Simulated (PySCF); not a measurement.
Molecule: SiOMgSH4, in a box.

```
Si O Mg S H
1.0
    12.00000    0.00000    0.00000
     0.00000   16.00000    0.00000
     0.00000    0.00000   13.00000
Si O Mg S H
1 1 1 1 4
Direct
  0.50870 0.64845 0.48865
  0.49939 0.55351 0.52656
  0.49241 0.44447 0.57176
  0.48640 0.31303 0.62738
  0.48935 0.65511 0.37814
  0.42795 0.70392 0.54197
  0.61820 0.68512 0.51584
  0.38714 0.29952 0.59237
```

The cell isn't the ideal one: atoms moved at random, drawn with an rms of 0.05 Å.

Base run:

```yaml
Program: PySCF 2.14.0
Functional: M06
Potentials_or_basis: pob-tzvp-rev2 (all-electron)
k_mesh: 1 × 1 × 1
Occupations: fixed
Spin: no spin polarisation
```

Its results: gap between the frontier levels 7.72 eV.

The run is repeated on the same cell with these changes: functional from M06 to PBE. What comes out?

Gap between the frontier levels 5.36 eV.

M06 gives the wider gap, since exact exchange removes part of the self-interaction.

Caveats: this is a molecule in a periodic box at the Γ point, so its band gap is the HOMO-LUMO gap; the basis of atomic orbitals isn't converged, which shifts pressures, moduli and gaps.

